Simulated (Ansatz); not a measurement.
# CH4AlBOSi: one species, many methods

Aim: compute CH4AlBOSi with functionals from several rungs and with coupled cluster, and see how far each lands from CCSD(T) at the basis-set limit for the atomisation energy.

Method: functionals in def2-TZVPP, the program's frozen cores in correlated methods; program: Ansatz 0.2.0, Gaussian basis.

The runs, in order: LDA (SPW92), PBE-D4, revPBE-D4, BLYP-D4, r2SCAN-D4, B97M-V, PBE0-D4, B3LYP-D4, r2SCANh-D4, r2SCAN0-D4, HSE06-D4, BHLYP-D4, CAM-B3LYP-D4, LC-ωPBE, ωB97X-V, ωB97M-V, B2PLYP, PBE-QIDH; CCSD(T)/def2-SVP; CCSD(T)/def2-TZVPP; MP2/def2-QZVPP; extrapolation to the limit; RPA on PBE.

## (1) The geometry

An earlier PBE0-D4 in a triple-zeta def2 set relaxation fixed the geometry.

9 atoms, charge 0, spin multiplicity 1.

Atoms are counted from 1 here; the program's logs count them from 0.

Bond lengths: O1–C2 1.185 Å, C2–Si3 1.867 Å, C2–H6 1.248 Å, Si3–B4 1.858 Å, Si3–Al5 2.921 Å, Si3–H7 1.486 Å, B4–Al5 2.016 Å, B4–H8 1.188 Å, Al5–H9 1.586 Å. Angles: O1–C2–Si3 138.8°, O1–C2–H6 113.2°, Si3–C2–H6 107.9°, C2–Si3–B4 109.2°, C2–Si3–Al5 66.1°, C2–Si3–H7 110.7°, B4–Si3–Al5 43.1°, B4–Si3–H7 140.1°, Al5–Si3–H7 176.8°, Si3–B4–Al5 97.8°, Si3–B4–H8 131.0°, Al5–B4–H8 131.2°, Si3–Al5–B4 39.1°, Si3–Al5–H9 160.5°, B4–Al5–H9 160.4°.

## (2) LDA

This LDA is Slater exchange with PW92 correlation.

Input file in.yaml:

```yaml
crystal:
  periodic: [false, false, false]
  atoms:
    - {symbol: O, position_ang: [1.432481, 2.239859, -0.043633]}
    - {symbol: C, position_ang: [0.826026, 1.222448, -0.062025]}
    - {symbol: Si, position_ang: [0.799219, -0.381247, -1.017966]}
    - {symbol: B, position_ang: [-0.547179, -1.471413, -0.345125]}
    - {symbol: Al, position_ang: [-1.218718, -0.222521, 1.087684]}
    - {symbol: H, position_ang: [-0.072863, 1.169800, 0.801732]}
    - {symbol: H, position_ang: [1.850494, -0.385030, -2.068403]}
    - {symbol: H, position_ang: [-0.899977, -2.561154, -0.661560]}
    - {symbol: H, position_ang: [-2.081084, 0.343160, 2.292296]}
basis:
  gaussian: {orbitals: def2-TZVPP}
hamiltonian: {xc: lda}
output: {orbitals: {seedname: orbitals}}
```

Launch:

```sh
> ansatz run in.yaml --threads 2 --pin off --events-out ev --progress --plain --max-ram 4352MiB
```

The runs that follow: PBE-D4 (GGA); revPBE-D4 (GGA); BLYP-D4 (GGA); r2SCAN-D4 (meta-GGA); B97M-V (meta-GGA); B3LYP-D4 (hybrid); r2SCANh-D4 (hybrid); r2SCAN0-D4 (hybrid); HSE06-D4 (hybrid); BHLYP-D4 (hybrid); CAM-B3LYP-D4 (range-separated); LC-ωPBE (range-separated); ωB97X-V (range-separated); ωB97M-V (range-separated); B2PLYP (double hybrid); PBE-QIDH (double hybrid); CCSD(T) in def2-SVP; CCSD(T) in def2-TZVPP; MP2 in def2-QZVPP; RPA on PBE orbitals.

Before running them: what should the planned runs give, taken together? Wanted: atomisation energy, CCSD(T)/CBS; farthest beyond LDA; mean size of error, GGA; mean size of error, meta-GGA; mean size of error, hybrid; mean size of error, range-separated; mean size of error, double hybrid; gap, smallest and largest; T1 diagnostic.

The runs gave:

| quantity | value |
| --- | --- |
| atomisation energy, CCSD(T)/CBS | 2975.3 kJ/mol |
| functionals within 14.9 kJ/mol (0.5 %) | r2SCAN0-D4, CAM-B3LYP-D4, ωB97X-V, ωB97M-V, PBE-QIDH |
| farthest beyond LDA | PBE-D4 (+133.9 kJ/mol) |
| mean size of error, GGA | 76.5 kJ/mol |
| mean size of error, meta-GGA | 80.9 kJ/mol |
| mean size of error, hybrid | 43.7 kJ/mol |
| mean size of error, range-separated | 10.5 kJ/mol |
| mean size of error, double hybrid | 13.4 kJ/mol |
| gap, smallest and largest | 2.48 eV (BLYP-D4), 7.98 eV (LC-ωPBE) |
| T1 diagnostic | 0.0202 |
| triples share of the correlation energy | 5.3 % |

In words: The LDA atomisation energy is off by 532.2 kJ/mol (18 %): it overbinds. PBE-D4 is off by +133.9 kJ/mol. Double hybrids carry the basis error of their MP2 part in triple zeta, and no dispersion term here, so their miss is partly the set-up's. The rungs range-separated, double hybrid miss on average by less than the doubt on the reference (14.9 kJ/mol), so they tie. The reference freezes the cores and leaves out relativity and excitations past (T), so misses under about 14.9 kJ/mol can't be ranked. Hartree-Fock recovers 69 % of the binding; the rest is correlation. CCSD(T) in def2-SVP is off by -174.9 kJ/mol, more than most functionals: a good method in a small basis is no reference. Orbital gaps span 2.5 to 8.0 eV; exact exchange widens them. The T1 diagnostic, 0.020, is a little above the customary 0.02. The restricted reference is unstable towards a spin-broken one.
